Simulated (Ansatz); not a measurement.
# C₃H₁₂N₂Si: basis-set convergence

Aim: see how fast density functionals converge with the basis set for C₃H₁₂N₂Si.

The runs use Ansatz 0.2.0, Gaussian basis; one geometry, several basis sets.

Levels to be run: PBE0-D4/def2-SVP; ωB97M-V/def2-SVP; PBE0-D4/def2-QZVPP; ωB97M-V/def2-QZVPP; the functionals' def2-TZVPP values are taken from earlier runs.

## Step 1: The relaxed structure

An earlier PBE0-D4 in a triple-zeta def2 set relaxation fixed the geometry.

SMILES `C[Si](C)(C)NN`, 18 atoms, charge 0, spin multiplicity 1.

Atoms are counted from 1 here; the program's logs count them from 0.

Bond lengths: C1–Si2 1.877 Å, C1–H7 1.094 Å, C1–H8 1.094 Å, C1–H9 1.093 Å, Si2–C3 1.869 Å, Si2–C4 1.872 Å, Si2–N5 1.728 Å, C3–H10 1.093 Å, C3–H11 1.093 Å, C3–H12 1.093 Å, C4–H13 1.093 Å, C4–H14 1.094 Å, C4–H15 1.094 Å, N5–N6 1.410 Å, N5–H16 1.006 Å, N6–H17 1.013 Å, N6–H18 1.014 Å. Angles: Si2–C1–H7 111.5°, Si2–C1–H8 111.1°, Si2–C1–H9 111.2°, H7–C1–H8 107.0°, H7–C1–H9 107.8°, H8–C1–H9 108.0°, C1–Si2–C3 110.5°, C1–Si2–C4 107.9°, C1–Si2–N5 111.6°, C3–Si2–C4 111.4°, C3–Si2–N5 106.1°, C4–Si2–N5 109.3°, Si2–C3–H10 111.2°, Si2–C3–H11 110.7°, Si2–C3–H12 111.4°, H10–C3–H11 107.8°, H10–C3–H12 108.2°, H11–C3–H12 107.5° and more.

## Step 2: PBE0-D4 in def2-SVP

in.yaml reads:

```yaml
crystal:
  periodic: [false, false, false]
  atoms:
    - {symbol: C, position_ang: [-0.851994, -1.634802, 0.001968]}
    - {symbol: Si, position_ang: [0.226244, -0.099848, -0.061125]}
    - {symbol: C, position_ang: [2.032689, -0.565469, 0.050918]}
    - {symbol: C, position_ang: [-0.149965, 0.803286, -1.657531]}
    - {symbol: N, position_ang: [-0.081442, 0.950799, 1.275916]}
    - {symbol: N, position_ang: [-1.348142, 1.487489, 1.582977]}
    - {symbol: H, position_ang: [-1.915792, -1.378609, 0.006622]}
    - {symbol: H, position_ang: [-0.679731, -2.272775, -0.869735]}
    - {symbol: H, position_ang: [-0.646332, -2.225535, 0.898435]}
    - {symbol: H, position_ang: [2.672293, 0.319154, 0.000444]}
    - {symbol: H, position_ang: [2.312269, -1.227372, -0.772979]}
    - {symbol: H, position_ang: [2.251096, -1.091504, 0.984159]}
    - {symbol: H, position_ang: [0.492798, 1.679465, -1.772752]}
    - {symbol: H, position_ang: [-1.189447, 1.143063, -1.685261]}
    - {symbol: H, position_ang: [0.000780, 0.152793, -2.523570]}
    - {symbol: H, position_ang: [0.536382, 1.006226, 2.067768]}
    - {symbol: H, position_ang: [-1.600588, 2.187755, 0.896273]}
    - {symbol: H, position_ang: [-2.061118, 0.765905, 1.577483]}
basis:
  gaussian: {orbitals: def2-SVP}
hamiltonian: {xc: pbe0, dispersion: d4}
output: {orbitals: {seedname: orbitals}}
```

On the command line:

```
$ ansatz run in.yaml --threads 8 --pin off --events-out ev --progress --plain --max-ram 18278MiB
```

Further steps of the session: ωB97M-V in def2-SVP; PBE0-D4 in def2-QZVPP; ωB97M-V in def2-QZVPP.

**Question.** What will the summary of the whole plan be? Wanted: PBE0-D4: double and triple zeta above quadruple; ωB97M-V: double and triple zeta above quadruple.

**Answer**, as computed:

| quantity | value |
| --- | --- |
| PBE0-D4: double and triple zeta above quadruple | 10.74, 0.65 eV |
| ωB97M-V: double and triple zeta above quadruple | 11.11, 0.62 eV |

**Reading.** For PBE0-D4 the step from double to triple zeta gains 10.09 eV and the next only 0.65 eV. These are total energies; as a rule much of such shifts cancels in differences, which this series doesn't test. The LUMO of ωB97M-V is positive and keeps falling with the basis (2.95 to 1.49 eV): an unbound level that the basis holds in place.
